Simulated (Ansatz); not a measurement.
# GeH5NOS: inversion of the pyramid at N1, part 1 of 2

Aim: the minimum-energy path and barrier of the inversion of the pyramid at N1. The ends are relaxed first, then joined by a nudged elastic band. SMILES of the start: [NH2][GeH]([OH])[SH].

Method: RKS B3LYP/def2-mTZVP, in Ansatz 0.2.0.

## (1) The system as given

Bond lengths: N1–Ge2 1.815 Å, Ge2–O3 1.784 Å, Ge2–S4 2.164 Å, N1–H5 1.081 Å, N1–H6 1.105 Å, Ge2–H7 1.579 Å, O3–H8 1.015 Å, S4–H9 1.419 Å. Angles: N1–Ge2–O3 107.9°, N1–Ge2–S4 111.9°, N1–Ge2–H7 108.9°, O3–Ge2–S4 109.7°, O3–Ge2–H7 110.2°, S4–Ge2–H7 108.4°, Ge2–N1–H5 108.7°, Ge2–N1–H6 108.0°, H5–N1–H6 102.1°, Ge2–O3–H8 103.1°, Ge2–S4–H9 95.8°.

As a file:

```xyz
9

N    -0.1293    0.7995   -1.3431
Ge    0.3974   -0.2097    0.0707
O     0.6794   -1.8705   -0.5169
S    -1.0914   -0.2351    1.6416
H    -1.0851    0.4351   -1.6921
H    -0.3877    1.8060   -0.9661
H     1.7326    0.3936    0.6606
H     1.0865   -2.3345    0.2889
H    -1.1139    1.1694    1.8392
```

## (2) End point A

File input.yaml:

```yaml
crystal:
  periodic: [false, false, false]
  atoms:
    - { symbol: "N", position_ang: [-0.1293, 0.7995, -1.3431] }
    - { symbol: Ge, position_ang: [0.3974, -0.2097, 0.0707] }
    - { symbol: O, position_ang: [0.6794, -1.8705, -0.5169] }
    - { symbol: S, position_ang: [-1.0914, -0.2351, 1.6416] }
    - { symbol: H, position_ang: [-1.0851, 0.4351, -1.6921] }
    - { symbol: H, position_ang: [-0.3877, 1.806, -0.9661] }
    - { symbol: H, position_ang: [1.7326, 0.3936, 0.6606] }
    - { symbol: H, position_ang: [1.0865, -2.3345, 0.2889] }
    - { symbol: H, position_ang: [-1.1139, 1.1694, 1.8392] }
basis:
  gaussian: { orbitals: def2-mTZVP }
hamiltonian:
  xc: b3lyp
relax:
  f_tol: 0.015
  max_steps: 40
```

Launch:

```console
ansatz run input.yaml --threads 2 --pin off --max-ram 3072MiB --backend cpu --events-out ev --progress --plain --runs-dir out
```

Output, shortened:

```text
Warning: RAYON_NUM_THREADS=2 ignored (pool sized by the plan → 2); use --threads N
[...]
Functional definition: B3LYP
[...]
1148 factors; integrals over basis functions are off by at most 5.1e-4 eV
[...]
mean field -70976.37043266 eV, -2608.3335038885 hartree, gradient 3.9e-5 eV, S^2 0.000000; 0 other end points of the search recorded, 0 dependent functions left out
[...]
reference -70976.37068290 eV, -2608.3335130847 hartree; 34, 34 occupied and 82, 82 virtual orbitals, 1148 factors
relax step   1: F+E_penalty+E_count = -70976.37043266 eV  Δ(F+E_penalty+E_count) = +0.000e0 eV  max|allowed force component| = 2.898e0 eV/Å  Δτ_max = 0.0000 Å  (27 SCF iters, accepted)
[...]
relax step   4: F+E_penalty+E_count = -70976.91500514 eV  Δ(F+E_penalty+E_count) = -3.890e-2 eV  max|allowed force component| = 2.200e-1 eV/Å  Δτ_max = 0.1033 Å  (30 SCF iters, accepted)
[...]
relax step   7: F+E_penalty+E_count = -70976.93457702 eV  Δ(F+E_penalty+E_count) = +5.175e-3 eV  max|allowed force component| = 3.285e-1 eV/Å  Δτ_max = 0.1917 Å  (29 SCF iters, rejected (line search))
[...]
relax step  10: F+E_penalty+E_count = -70976.94697766 eV  Δ(F+E_penalty+E_count) = -1.100e-3 eV  max|allowed force component| = 2.266e-1 eV/Å  Δτ_max = 0.0470 Å  (31 SCF iters, accepted)
[...]
relax step  13: F+E_penalty+E_count = -70976.92374651 eV  Δ(F+E_penalty+E_count) = +2.931e-2 eV  max|allowed force component| = 8.116e-1 eV/Å  Δτ_max = 0.1947 Å  (30 SCF iters, rejected (line search))
[...]
relax step  14: F+E_penalty+E_count = -70976.95587600 eV  Δ(F+E_penalty+E_count) = -2.817e-3 eV  max|allowed force component| = 4.277e-2 eV/Å  Δτ_max = 0.0973 Å  (29 SCF iters, accepted)
[...]
relax step  15: F+E_penalty+E_count = -70976.95614544 eV  Δ(F+E_penalty+E_count) = -2.694e-4 eV  max|allowed force component| = 2.158e-1 eV/Å  Δτ_max = 0.0997 Å  (30 SCF iters, accepted)
[...]
1148 factors; integrals over basis functions are off by at most 6.8e-4 eV
mean field -70976.95939897 eV, -2608.3551480011 hartree, gradient 5.9e-6 eV, S^2 0.000000; 0 other end points of the search recorded, 0 dependent functions left out
[...]
```

## (3) The output, continued: end point A relaxed

The log, continued, shortened:

```text
reference -70976.95965159 eV, -2608.3551572849 hartree; 34, 34 occupied and 82, 82 virtual orbitals, 1148 factors
relax step  16: F+E_penalty+E_count = -70976.95939897 eV  Δ(F+E_penalty+E_count) = -3.254e-3 eV  max|allowed force component| = 9.388e-2 eV/Å  Δτ_max = 0.0339 Å  (31 SCF iters, accepted)
[...]
relax step  19: F+E_penalty+E_count = -70976.92660176 eV  Δ(F+E_penalty+E_count) = +3.950e-2 eV  max|allowed force component| = 9.292e-1 eV/Å  Δτ_max = 0.1944 Å  (29 SCF iters, rejected (line search))
[...]
relax step  22: F+E_penalty+E_count = -70976.96854780 eV  Δ(F+E_penalty+E_count) = -6.100e-4 eV  max|allowed force component| = 2.724e-2 eV/Å  Δτ_max = 0.0310 Å  (31 SCF iters, accepted)
[...]
relax step  25: F+E_penalty+E_count = -70976.96957445 eV  Δ(F+E_penalty+E_count) = -4.421e-4 eV  max|allowed force component| = 3.769e-2 eV/Å  Δτ_max = 0.0343 Å  (32 SCF iters, accepted)
[...]
Total energy: -70976.97009265 eV, -2608.3555409866 hartree
Atom 0 at    -0.094878     0.777344    -1.525529 Å, force    -0.000275    -0.006154    -0.007110 eV/Å
Atom 1 at     0.377591     0.089286     0.102812 Å, force     0.004386     0.001209     0.004503 eV/Å
Atom 2 at     0.834330    -1.599643    -0.272758 Å, force    -0.006720     0.003557     0.003843 eV/Å
Atom 3 at    -1.314200     0.081426     1.613232 Å, force    -0.000449    -0.002357     0.001929 eV/Å
Atom 4 at    -0.639670     0.145003    -2.101268 Å, force     0.001047    -0.000147    -0.000269 eV/Å
Atom 5 at    -0.520050     1.697180    -1.527968 Å, force    -0.002620     0.005736     0.001379 eV/Å
Atom 6 at     1.568095     0.860843     0.692372 Å, force     0.005675     0.003234    -0.000591 eV/Å
Atom 7 at     0.381156    -2.229933     0.302953 Å, force     0.001337    -0.004181    -0.001975 eV/Å
Atom 8 at    -0.503874     0.132294     2.698955 Å, force    -0.002381    -0.000897    -0.001710 eV/Å
Dipole moment:    -0.126684     0.128657     0.151843 e Å
```

It took 1.7 min on 2 threads of Arm Neoverse V1, shared host; peak memory 0.28 GiB.

The steps of the relaxation:

| step | energy from step 1 (eV) | largest force component (eV/Å) |
| --- | --- | --- |
| 1 | 0.0000 | 2.8980 |
| 2 | -0.4102 | 1.2029 |
| 3 | -0.5057 | 0.8908 |
| 4 | -0.5446 | 0.2200 |
| 5 | -0.5542 | 0.0721 |
| 6 | -0.5693 | 0.2326 |
| 7x | -0.5641 | 0.3285 |
| 8 | -0.5747 | 0.0547 |
| 9 | -0.5754 | 0.2109 |
| 10 | -0.5765 | 0.2266 |
| 11 | -0.5789 | 0.0501 |
| 12 | -0.5826 | 0.0361 |
| 13x | -0.5533 | 0.8116 |
| 14 | -0.5854 | 0.0428 |
| 15 | -0.5857 | 0.2158 |
| 16 | -0.5890 | 0.0939 |
| 17 | -0.5907 | 0.0675 |
| 18 | -0.5957 | 0.0281 |
| 19x | -0.5562 | 0.9292 |
| 20 | -0.5975 | 0.0524 |
| 21x | -0.5970 | 0.1172 |
| 22 | -0.5981 | 0.0272 |
| 23 | -0.5986 | 0.0515 |
| 24 | -0.5987 | 0.0752 |
| 25 | -0.5991 | 0.0377 |
| 26 | -0.5993 | 0.0347 |
| 27 | -0.5994 | 0.0071 |

Step 1 is the start. 4 steps were tried and not accepted (marked x).

After: Bond lengths: N1–Ge2 1.830 Å, Ge2–O3 1.789 Å, Ge2–S4 2.268 Å, N1–H5 1.014 Å, N1–H6 1.013 Å, Ge2–H7 1.536 Å, O3–H8 0.966 Å, S4–H9 1.356 Å. Angles: N1–Ge2–O3 103.5°, N1–Ge2–S4 113.7°, N1–Ge2–H7 110.7°, O3–Ge2–S4 109.1°, O3–Ge2–H7 110.9°, S4–Ge2–H7 108.9°, Ge2–N1–H5 114.2°, Ge2–N1–H6 116.9°, H5–N1–H6 109.8°, Ge2–O3–H8 111.8°, Ge2–S4–H9 95.0°.

## (4) End point B

The second end starts from a geometry with the move made by hand.

Changes to input.yaml since step 2:

```diff
@@ -7,4 +7,4 @@
     - { symbol: S, position_ang: [-1.0914, -0.2351, 1.6416] }
-    - { symbol: H, position_ang: [-1.0851, 0.4351, -1.6921] }
-    - { symbol: H, position_ang: [-0.3877, 1.806, -0.9661] }
+    - { symbol: H, position_ang: [-0.11176, 0.18585, -2.23263] }
+    - { symbol: H, position_ang: [0.66837, 1.53556, -1.55258] }
     - { symbol: H, position_ang: [1.7326, 0.3936, 0.6606] }
@@ -19 +19,3 @@
   max_steps: 40
+output:
+  orbitals: {}
```

Launch:

```console
ansatz run input.yaml --threads 2 --pin off --max-ram 3072MiB --backend cpu --events-out ev --progress --plain --runs-dir out
```

Output, shortened:

```text
Warning: RAYON_NUM_THREADS=2 ignored (pool sized by the plan → 2); use --threads N
[...]
[... 1 set-up line as earlier in the session ...]
[...]
1148 factors; integrals over basis functions are off by at most 7.1e-4 eV
[...]
mean field -70976.36942227 eV, -2608.3334667573 hartree, gradient 8.1e-5 eV, S^2 0.000000; 0 other end points of the search recorded, 0 dependent functions left out
[...]
reference -70976.36966932 eV, -2608.3334758363 hartree; 34, 34 occupied and 82, 82 virtual orbitals, 1148 factors
relax step   1: F+E_penalty+E_count = -70976.36942227 eV  Δ(F+E_penalty+E_count) = +0.000e0 eV  max|allowed force component| = 3.193e0 eV/Å  Δτ_max = 0.0000 Å  (27 SCF iters, accepted)
[...]
relax step   3: F+E_penalty+E_count = -70976.85327595 eV  Δ(F+E_penalty+E_count) = -1.038e-1 eV  max|allowed force component| = 9.424e-1 eV/Å  Δτ_max = 0.1474 Å  (31 SCF iters, accepted)
[...]
Total energy: -70976.96446625 eV, -2608.3553342204 hartree
Atom 0 at     0.120289     0.909801    -1.343396 Å, force    -0.001277     0.001703    -0.005936 eV/Å
Atom 1 at     0.543384    -0.129310     0.103425 Å, force    -0.003640    -0.000167     0.004304 eV/Å
Atom 2 at     0.892667    -1.809328    -0.429804 Å, force     0.000819    -0.006258     0.002496 eV/Å
Atom 3 at    -1.248184    -0.293213     1.446871 Å, force    -0.002129    -0.004876    -0.000800 eV/Å
Atom 4 at    -0.711678     0.617286    -1.844785 Å, force     0.004167     0.001641     0.000790 eV/Å
Atom 5 at     0.875220     1.057189    -2.005779 Å, force    -0.003816    -0.000632     0.001924 eV/Å
Atom 6 at     1.764934     0.487849     0.808752 Å, force     0.005073     0.001557     0.000699 eV/Å
Atom 7 at     1.107470    -2.414043     0.294097 Å, force    -0.000777     0.004245    -0.002936 eV/Å
Atom 8 at    -1.226194     1.007879     1.826409 Å, force     0.001580     0.002786    -0.000541 eV/Å
Dipole moment:     0.239315     0.138744    -0.026391 e Å
```

It took 43 s on 2 threads of Arm Neoverse V1, shared host; peak memory 0.28 GiB.

Step by step:

| step | energy from step 1 (eV) | largest force component (eV/Å) |
| --- | --- | --- |
| 1 | 0.0000 | 3.1934 |
| 2 | -0.3800 | 1.6287 |
| 3 | -0.4839 | 0.9424 |
| 4 | -0.5620 | 0.2813 |
| 5 | -0.5785 | 0.3271 |
| 6 | -0.5899 | 0.1191 |
| 7 | -0.5938 | 0.0827 |
| 8 | -0.5945 | 0.0318 |
| 9 | -0.5947 | 0.0059 |
| 10 | -0.5948 | 0.0237 |
| 11 | -0.5948 | 0.0063 |

Step 1 is the start.

After: Bond lengths: N1–Ge2 1.831 Å, Ge2–O3 1.797 Å, Ge2–S4 2.245 Å, N1–H5 1.014 Å, N1–H6 1.015 Å, Ge2–H7 1.540 Å, O3–H8 0.967 Å, S4–H9 1.355 Å. Angles: N1–Ge2–O3 109.9°, N1–Ge2–S4 109.3°, N1–Ge2–H7 108.5°, O3–Ge2–S4 105.3°, O3–Ge2–H7 110.9°, S4–Ge2–H7 112.8°, Ge2–N1–H5 114.6°, Ge2–N1–H6 115.2°, H5–N1–H6 109.2°, Ge2–O3–H8 113.9°, Ge2–S4–H9 94.8°.

## (5) The band

crystal.atoms is end A as relaxed above, and neb.final_atoms is end B, turned to lie on A. With 5 inner images the band has 7 in all. The start path is listed, through a guess of the saddle.

File input.yaml:

```yaml
crystal:
  periodic: [false, false, false]
  atoms:
    - { symbol: "N", position_ang: [-0.094878, 0.777344, -1.525529] }
    - { symbol: Ge, position_ang: [0.377591, 0.089286, 0.102812] }
    - { symbol: O, position_ang: [0.83433, -1.599643, -0.272758] }
    - { symbol: S, position_ang: [-1.3142, 0.081426, 1.613232] }
    - { symbol: H, position_ang: [-0.63967, 0.145003, -2.101268] }
    - { symbol: H, position_ang: [-0.52005, 1.69718, -1.527968] }
    - { symbol: H, position_ang: [1.568095, 0.860843, 0.692372] }
    - { symbol: H, position_ang: [0.381156, -2.229933, 0.302953] }
    - { symbol: H, position_ang: [-0.503874, 0.132294, 2.698955] }
basis:
  gaussian: { orbitals: def2-mTZVP }
hamiltonian:
  xc: b3lyp
neb:
  order_check: false
  images: 5
  f_tol: 0.03
  max_iterations: 60
  final_atoms:
    - { symbol: "N", position_ang: [-0.38347761, 0.99946511, -1.13094392] }
    - { symbol: Ge, position_ang: [0.35814929, -0.0583967, 0.16634942] }
    - { symbol: O, position_ang: [0.70628938, -1.69086619, -0.49895811] }
    - { symbol: S, position_ang: [-1.14587621, -0.39141682, 1.79988306] }
    - { symbol: H, position_ang: [-1.2733669, 0.66852405, -1.48829543] }
    - { symbol: H, position_ang: [0.22801015, 1.22126124, -1.91022851] }
    - { symbol: H, position_ang: [1.64770677, 0.61570915, 0.66951798] }
    - { symbol: H, position_ang: [1.08557308, -2.30449947, 0.14559699] }
    - { symbol: H, position_ang: [-1.13450796, 0.89401963, 2.22987952] }
  initial_path:
    images:
      - { positions_ang: [[-0.094878, 0.777344, -1.525529], [0.377591, 0.089286, 0.102812], [0.83433, -1.599643, -0.272758], [-1.3142, 0.081426, 1.613232], [-0.63967, 0.145003, -2.101268], [-0.52005, 1.69718, -1.527968], [1.568095, 0.860843, 0.692372], [0.381156, -2.229933, 0.302953], [-0.503874, 0.132294, 2.698955]] }
      - { positions_ang: [[-0.18979662, 0.78968834, -1.42925648], [0.35446844, 0.00104287, 0.10868506], [0.77151248, -1.66969408, -0.35196853], [-1.22881445, -0.04831323, 1.67347446], [-0.74245294, 0.16787308, -2.04502156], [-0.38383922, 1.75902991, -1.39991851], [1.59346295, 0.74121388, 0.66872867], [0.63332994, -2.23877162, 0.28765425], [-0.71937058, 0.45173086, 2.47042364]] }
      - { positions_ang: [[-0.28471523, 0.80203267, -1.33298395], [0.33134588, -0.08720027, 0.11455812], [0.70869497, -1.73974517, -0.43117907], [-1.14342891, -0.17805247, 1.73371693], [-0.84523588, 0.19074316, -1.98877511], [-0.24762844, 1.82087983, -1.27186903], [1.6188309, 0.62158477, 0.64508535], [0.88550388, -2.24761025, 0.27235549], [-0.93486717, 0.77116772, 2.24189228]] }
      - { positions_ang: [[-0.37963385, 0.81437701, -1.23671143], [0.30822332, -0.1754434, 0.12043117], [0.64587745, -1.80979625, -0.5103896], [-1.05804336, -0.3077917, 1.79395939], [-0.94801882, 0.21361323, -1.93252867], [-0.11141766, 1.88272974, -1.14381954], [1.64419884, 0.50195565, 0.62144202], [1.13767782, -2.25644887, 0.25705674], [-1.15036375, 1.09060459, 2.01336091]] }
      - { positions_ang: [[-0.3809151, 0.87607304, -1.20145559], [0.32486531, -0.13642783, 0.13573726], [0.66601476, -1.7701529, -0.5065791], [-1.08732098, -0.33566674, 1.79593395], [-1.05646818, 0.36525017, -1.78445092], [0.00172495, 1.66224024, -1.3992892], [1.64536815, 0.53987348, 0.63746734], [1.12030958, -2.27246574, 0.21990349], [-1.14507849, 1.02507627, 2.08553378]] }
      - { positions_ang: [[-0.38219635, 0.93776908, -1.16619975], [0.3415073, -0.09741227, 0.15104334], [0.68615207, -1.73050954, -0.50276861], [-1.11659859, -0.36354178, 1.7979085], [-1.16491754, 0.51688711, -1.63637318], [0.11486755, 1.44175074, -1.65475885], [1.64653746, 0.57779131, 0.65349266], [1.10294133, -2.28848261, 0.18275024], [-1.13979323, 0.95954795, 2.15770665]] }
      - { positions_ang: [[-0.38347761, 0.99946511, -1.13094392], [0.35814929, -0.0583967, 0.16634942], [0.70628938, -1.69086619, -0.49895811], [-1.14587621, -0.39141682, 1.79988306], [-1.2733669, 0.66852405, -1.48829543], [0.22801015, 1.22126124, -1.91022851], [1.64770677, 0.61570915, 0.66951798], [1.08557308, -2.30449947, 0.14559699], [-1.13450796, 0.89401963, 2.22987952]] }
```

Launch:

```console
ansatz run input.yaml --threads 2 --pin off --max-ram 3072MiB --backend cpu --events-out ev --progress --plain --runs-dir out
```

Output, shortened:

```text
Warning: RAYON_NUM_THREADS=2 ignored (pool sized by the plan → 2); use --threads N
[...]
[... 1 set-up line as earlier in the session ...]
[...]
1147 factors; integrals over basis functions are off by at most 6.3e-4 eV
[...]
mean field -70976.96982887 eV, -2608.3555312929 hartree, gradient 4.7e-5 eV, S^2 0.000000; 0 other end points of the search recorded, 0 dependent functions left out
[...]
reference -70976.97008493 eV, -2608.3555407030 hartree; 34, 34 occupied and 82, 82 virtual orbitals, 1147 factors
1147 factors; integrals over basis functions are off by at most 9.3e-4 eV
[...]
mean field -70976.96421186 eV, -2608.3553248718 hartree, gradient 3.3e-5 eV, S^2 0.000000; 0 other end points of the search recorded, 0 dependent functions left out
[...]
reference -70976.96446444 eV, -2608.3553341536 hartree; 34, 34 occupied and 82, 82 virtual orbitals, 1147 factors
[...]
Total energy: -70976.90637564 eV, -2608.3531994297 hartree
Atom 0 at    -0.314644     0.805893    -1.285585 Å, force     0.005645    -0.007140     0.011399 eV/Å
Atom 1 at     0.380850    -0.078446     0.130733 Å, force     0.002889    -0.008747    -0.003579 eV/Å
Atom 2 at     0.795136    -1.733038    -0.416186 Å, force    -0.001278     0.003039     0.003710 eV/Å
Atom 3 at    -1.093263    -0.448680     1.799785 Å, force     0.003832     0.003884    -0.005554 eV/Å
Atom 4 at    -1.193239     0.560015    -1.714151 Å, force    -0.001811     0.001122    -0.002581 eV/Å
Atom 5 at     0.107703     1.642874    -1.654697 Å, force    -0.003867     0.005701    -0.007956 eV/Å
Atom 6 at     1.612964     0.715685     0.601230 Å, force    -0.001389     0.001296     0.003161 eV/Å
Atom 7 at     0.926654    -2.353613     0.313872 Å, force    -0.000879    -0.000785    -0.003775 eV/Å
Atom 8 at    -1.133660     0.843110     2.207802 Å, force    -0.003143     0.001631     0.005174 eV/Å
Dipole moment:     0.063812     0.417323     0.009016 e Å
this run last wrote the band of iteration 12 to <dir>
```

It took 3.6 min on 2 threads of Arm Neoverse V1, shared host; peak memory 0.27 GiB.

## (6) The band, image by image

The 5 inner images lie between the fixed ends 0 and 6. Energy is taken from image 0, and the path length is the program's own coordinate along the band.

| image | path (Å) | energy (eV) | sum of angles at N1 (°) | band force (eV/Å) |
| --- | --- | --- | --- | --- |
| 0 | 0.000 | 0.0000 | 340.9 | - |
| 1 | 0.512 | 0.0065 | 339.3 | 0.004 |
| 2 | 1.023 | 0.0177 | 339.2 | 0.005 |
| 3 | 1.535 | 0.0289 | 341.7 | 0.016 |
| 4* | 2.046 | 0.0637 | 359.8 | 0.012 |
| 5 | 2.432 | 0.0141 | 343.6 | 0.007 |
| 6 | 2.817 | 0.0056 | 339.1 | - |

The star marks the climbing image.

image, energy (eV) and a bar:
```
        0      0.000 
        1      0.007 ###
        2      0.018 ########
        3      0.029 ##############
        4      0.064 ##############################
        5      0.014 #######
        6      0.006 ###
```

The top of the band by iteration:

| iteration | highest image above image 0 (eV) | largest band force (eV/Å) |
| --- | --- | --- |
| 1 | 2.1839 | 11.020 |
| 2 | 0.3826 | 3.337 |
| 3 | 0.3414 | 3.224 |
| 4 | 0.0953 | 0.622 |
| 5 | 0.0812 | 0.237 |
| 6 | 0.0714 | 0.136 |
| 7 | 0.0682 | 0.072 |
| 8 | 0.0648 | 0.157 |
| 9 | 0.0641 | 0.082 |
| 10 | 0.0639 | 0.121 |
| 11 | 0.0638 | 0.032 |
| 12 | 0.0637 | 0.016 |

Positions of all images (Å):

```xyz
9
image=0 dE=0.0000
N    -0.095    0.777   -1.526
Ge    0.378    0.089    0.103
O     0.834   -1.600   -0.273
S    -1.314    0.081    1.613
H    -0.640    0.145   -2.101
H    -0.520    1.697   -1.528
H     1.568    0.861    0.692
H     0.381   -2.230    0.303
H    -0.504    0.132    2.699
9
image=1 dE=0.0065
N    -0.092    0.783   -1.505
Ge    0.351    0.022    0.100
O     0.760   -1.646   -0.393
S    -1.303   -0.105    1.653
H    -0.691    0.204   -2.085
H    -0.473    1.722   -1.460
H     1.531    0.780    0.731
H     0.581   -2.288    0.307
H    -0.576    0.482    2.634
9
image=2 dE=0.0177
N    -0.117    0.760   -1.481
Ge    0.362   -0.029    0.100
O     0.767   -1.688   -0.420
S    -1.224   -0.291    1.706
H    -0.860    0.287   -1.984
H    -0.334    1.749   -1.424
H     1.539    0.762    0.701
H     0.727   -2.323    0.308
H    -0.772    0.727    2.478
9
image=3 dE=0.0289
N    -0.173    0.735   -1.444
Ge    0.383   -0.067    0.102
O     0.791   -1.726   -0.413
S    -1.152   -0.386    1.742
H    -1.060    0.418   -1.818
H    -0.142    1.748   -1.452
H     1.581    0.738    0.641
H     0.851   -2.345    0.327
H    -0.991    0.839    2.298
9
image=4 dE=0.0637
N    -0.315    0.806   -1.286
Ge    0.381   -0.078    0.131
O     0.795   -1.733   -0.416
S    -1.093   -0.449    1.800
H    -1.193    0.560   -1.714
H     0.108    1.643   -1.655
H     1.613    0.716    0.601
H     0.927   -2.354    0.314
H    -1.134    0.843    2.208
9
image=5 dE=0.0141
N    -0.413    0.959   -1.152
Ge    0.366   -0.054    0.154
O     0.756   -1.693   -0.469
S    -1.091   -0.436    1.822
H    -1.187    0.540   -1.653
H     0.214    1.423   -1.799
H     1.628    0.694    0.621
H     0.947   -2.335    0.229
H    -1.131    0.855    2.230
9
image=6 dE=0.0056
N    -0.383    0.999   -1.131
Ge    0.358   -0.058    0.166
O     0.706   -1.691   -0.499
S    -1.146   -0.391    1.800
H    -1.273    0.669   -1.488
H     0.228    1.221   -1.910
H     1.648    0.616    0.670
H     1.086   -2.304    0.146
H    -1.135    0.894    2.230
```

(Continued in part 2 of 2.)
